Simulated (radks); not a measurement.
# Fe in [Ar] 3d6 4s2: an all-electron calculation

The task here is to estimate one member of a computed series from the others.

Program: radks (a radial shooting solver on a logarithmic mesh, Libxc functionals) version 1. Level of theory: scalar-relativistic Kohn-Sham, LDA (Slater exchange, Perdew-Zunger correlation), spin-unpolarised, spherical densities, finite nucleus. These are calculated values, not measurements, unless marked.

## Starting point

```
element            : iron (Z = 26)
charge             : 0
electrons          : 26
configuration      : [Ar] 3d6 4s2
nuclear rms radius : 3.7377 fm
```

Outer shells as boxes (Hund's rule):

Fe
```
[Ar] core
3d [↑↓][↑ ][↑ ][↑ ][↑ ]
4s [↑↓]
```

The first run:

The run's settings:

```text
Z 26
configuration [Ar] 3d6 4s2 4p0 5s0 4d0 4f0
relativity scalar-relativistic
functional lda,pz
spin unpolarised
nucleus finite rms 3.7377 fm
c 137.035999084
```

Among the steps run: Self-consistent calculation.

One table of the session follows, with a row left open; its other results are not shown here.

It belongs to the step «Radial structure». Radial density 4πr²ρ:

| r (bohr) | 4πr²ρ (e/bohr) |
| --- | --- |
| 0.00228 | 0.7687 |
| 0.00374 | ? |
| 0.00619 | 4.470 |
| 0.0103 | 9.742 |
| 0.0168 | 18.36 |
| 0.0279 | 28.12 |
| 0.0458 | 31.01 |
| 0.0757 | 25.24 |
| 0.124 | 28.30 |
| 0.206 | 34.25 |
| 0.341 | 17.28 |
| 0.560 | 15.04 |
| 0.926 | 13.09 |
| 1.52 | 3.739 |
| 2.52 | 1.245 |
| 4.14 | 0.3357 |
| 6.85 | 0.01796 |

Q: Estimate the row for r (bohr) = 0.00374 from the others.

Worked estimate for «4πr²ρ (e/bohr)». A straight line through the neighbours (0.00228, 0.7687) and (0.00619, 4.470) gives 0.7687 + (4.470 − 0.7687) × (0.00374 − 0.00228) / (0.00619 − 0.00228) = 2.151; a parabola fitted to 3 rows on both sides gives 2.001.

The run gave: 4πr²ρ (e/bohr): 1.887. In «4πr²ρ (e/bohr)» the line misses by +0.264 and the parabola by +0.114.

To keep in mind: Spin polarisation and multiplet splitting are left out.
